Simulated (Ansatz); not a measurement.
# LiGaI2: the cost of one run

Computed with Ansatz 0.2.0 (DFT PBE, scalar-relativistic, plane waves, PAW, unless a step's input says otherwise).

## Step 1: The system as given

It takes space group P4mm (No. 99, tetragonal). Conventional cell: a = 3.860 Å, b = 3.860 Å, c = 8.158 Å, α = 90.00°, β = 90.00°, γ = 90.00°. Li (site symmetry 4mm) has 1 Ga at 2.22 Å as nearest neighbours. Ga (site symmetry 4mm) is surrounded by 1 Li at 2.22 Å. I (site symmetry 2mm) is surrounded by 4 I at 2.73 Å.

Coordinates:

```cif
data_structure
_symmetry_space_group_name_H-M 'P 1'
_symmetry_Int_Tables_number 1
_cell_length_a 3.8601
_cell_length_b 3.8601
_cell_length_c 8.1577
_cell_angle_alpha 90.000
_cell_angle_beta 90.000
_cell_angle_gamma 90.000
_cell_volume 121.55
loop_
_atom_site_label
_atom_site_type_symbol
_atom_site_fract_x
_atom_site_fract_y
_atom_site_fract_z
_atom_site_occupancy
Li1 Li 0.00000 0.00000 0.74852 1
Ga1 Ga 0.00000 0.00000 0.02090 1
I1 I 0.50000 0.00000 0.43270 1
I2 I 0.00000 0.50000 0.43270 1
```

Recipe of the guess: random cell by space group and Wyckoff sites (P4mm, No. 99). Its size is a rough estimate.

## Step 2: A first look at the guess

input.yaml reads:

```yaml
crystal:
  lattice:
    - [3.86010612, 0.0, 0.0]
    - [0.0, 3.86010612, 0.0]
    - [0.0, 0.0, 8.15770701]
  atoms:
    - { symbol: Li, position: [0.0, 0.0, 0.74852128] }
    - { symbol: Ga, position: [0.0, 0.0, 0.02090345] }
    - { symbol: I, position: [0.5, 0.0, 0.43270192] }
    - { symbol: I, position: [0.0, 0.5, 0.43270192] }
basis:
  ecutwfc: 420
kpoints:
  mp_grid: { grid: [4, 4, 2] }
hamiltonian:
  xc: pbe
scf:
  occupations: { method: gaussian, width: 0.1 }
  lower_state_search: "off"
output:
  forces: true
  stress: true
  eigenvalues: true
```

Launch:

```sh
$ ansatz run input.yaml --threads 1 --pin off --max-ram 2560MiB --backend cpu --events-out ev --progress --plain --runs-dir out
```

**Question.** How long does this run take on 1 thread of Intel Xeon 6975P-C (Granite Rapids), shared host, and how much memory does it need?

About 3.4 s, with a peak of 0.41 GiB.
